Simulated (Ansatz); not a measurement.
# FCI/STO-3G run of SiH2SF (SMILES F[SiH]S)

Aim: the electronic atomisation energy of SiH2SF at FCI/STO-3G, from 5 runs. 

The calculation is run with Ansatz 0.2.0.

72 further runs of the same task are left out: 4 that didn't finish, 68 set aside as unsound or not needed.

## (1) The system as given

The species is SiH2SF (5 atoms), meant as a doublet with charge 0. SMILES: `F[SiH]S`. The coordinates come from a PBE0-D4/def2-TZVP relaxation. This is one conformer, not always the lowest.

Bond lengths: F1–Si2 1.603 Å, Si2–S3 2.122 Å, Si2–H4 1.489 Å, S3–H5 1.344 Å. Angles: F1–Si2–S3 112.5°, F1–Si2–H4 107.6°, S3–Si2–H4 105.3°, Si2–S3–H5 95.0°.

## (2) The energy at FCI/STO-3G

Contents of molecule.yaml:

```yaml
crystal:
  periodic: [false, false, false]
  atoms:
    - symbol: F
      position_ang: [-1.242300, -0.527200, 1.134200]
    - symbol: Si
      position_ang: [-0.629400, -0.168000, -0.303300]
    - symbol: S
      position_ang: [1.400700, 0.438500, -0.191800]
    - symbol: H
      position_ang: [-0.621800, -1.416500, -1.115500]
    - symbol: H
      position_ang: [1.142700, 1.599500, 0.435000]
basis:
  gaussian: {orbitals: STO-3G}
magnetization: {spin_polarized: true, initial_magnetization: 1}
correlation: {method: fci, frozen_orbitals: {F: 1, H: 0, S: 5, Si: 5}}
accuracy: high
```

On the command line:

```bash
$ ansatz run molecule.yaml --threads 1 --pin off --max-ram 2610MiB --events-out events.jsonl --progress --plain --runs-dir runs
```

Standard output:

```text
Warning: RAYON_NUM_THREADS=1 ignored (pool sized by the plan → 1); use --threads N
Functional definition: HF
  name "HF"
  exchange = exact_x
  correlation = 0
461 factors; integrals over basis functions are off by at most 2.7e-8 eV
mean field evaluation 1: about -21167.2800 eV, gradient 1.4e1 eV
mean field evaluation 2: about -21167.3360 eV, gradient 1.4e1 eV
mean field evaluation 4: about -21169.3616 eV, gradient 1.3e0 eV
mean field evaluation 8: about -21169.4041 eV, gradient 1.6e-2 eV
mean field -21169.40409666 eV, -777.9612514149 hartree, gradient 6.5e-8 eV, S^2 0.753746; 0 other end points of the search recorded, 0 dependent functions left out
mean field evaluation 16: about -21169.3828 eV, gradient 2.0e-1 eV
11 core orbitals not correlated: weight in the atoms' cores, before any rotation towards them, 1.000 or more for the frozen orbitals, at most 0.000 for the correlated occupied ones
reference -21169.38278652 eV, -777.9604682814 hartree; 10, 9 occupied and 4, 5 virtual orbitals, 461 factors
state -21171.98275180 eV, -778.0560152432 hartree
Total energy: -21171.98275180 eV, -778.0560152432 hartree
```

Run time: 18 s. Hardware: 1 thread of Arm Neoverse V1, shared host; peak memory 0.28 GiB.

## (3) The F atom, same level

Contents of job.yaml:

```yaml
crystal:
  periodic: [false, false, false]
  atoms:
    - {symbol: F, position_ang: [0.000000, 0.000000, 0.000000]}
basis:
  gaussian:
    orbitals: STO-3G
accuracy: high
correlation:
  method: fci
  frozen_orbitals: {F: 1}
magnetization:
  spin_polarized: true
  initial_magnetization: 1
```

Run the same way, it converges to -97.98651 Eh (log not shown).

## (4) The H atom: the energy at UHF/STO-3G

Contents of input.yaml:

```yaml
crystal:
  periodic: [false, false, false]
  atoms:
    - symbol: H
      position_ang: [0.000000, 0.000000, 0.000000]
basis:
  gaussian:
    orbitals: STO-3G
hamiltonian:
  xc: hf
magnetization:
  spin_polarized: true
  initial_magnetization: 1
total_charge: 0
accuracy: high
```

Run the same way, it converges to -0.46658 Eh (log not shown).

## (5) The S atom at the same level

Contents of in.yaml:

```yaml
crystal:
  periodic: [false, false, false]
  atoms:
    - {symbol: S, position_ang: [0.000000, 0.000000, 0.000000]}
basis:
  gaussian:
    orbitals: STO-3G
magnetization:
  spin_polarized: true
  initial_magnetization: 2
correlation:
  method: fci
  frozen_orbitals: {S: 5}
accuracy: high
```

Run the same way, it converges to -393.13022 Eh (log not shown).

## (6) The Si atom, same level

Contents of job.yaml:

```yaml
basis:
  gaussian:
    orbitals: STO-3G
crystal:
  periodic: [false, false, false]
  atoms:
    - {symbol: Si, position_ang: [0.000000, 0.000000, 0.000000]}
magnetization:
  spin_polarized: true
  initial_magnetization: 2
correlation:
  method: fci
  frozen_orbitals: {Si: 5}
accuracy: high
```

Run the same way, it converges to -285.47962 Eh (log not shown).

## (7) Results

At FCI/STO-3G, 11 core orbitals frozen:

| quantity | value |
| --- | --- |
| molecule: total energy | -778.05602 Eh |
| molecule: correlation energy (11 core orbitals frozen) | -95.5 mEh |
| F atom: total energy | -97.98651 Eh |
| F atom: correlation energy (1 core orbital frozen) | 0.0 mEh |
| H atom: total energy | -0.46658 Eh |
| H atom: ⟨S²⟩ | 0.750 |
| S atom: total energy | -393.13022 Eh |
| S atom: correlation energy (5 core orbitals frozen) | 0.0 mEh |
| Si atom: total energy | -285.47962 Eh |
| Si atom: correlation energy (5 core orbitals frozen) | -13.4 mEh |
| electronic atomisation energy | 14.327 eV |

What this shows: Taking the molecule apart into free atoms costs 14.33 eV (330 kcal/mol), before zero-point energy and without spin-orbit coupling. In a minimal basis such a difference can be off by several eV, whatever the method.
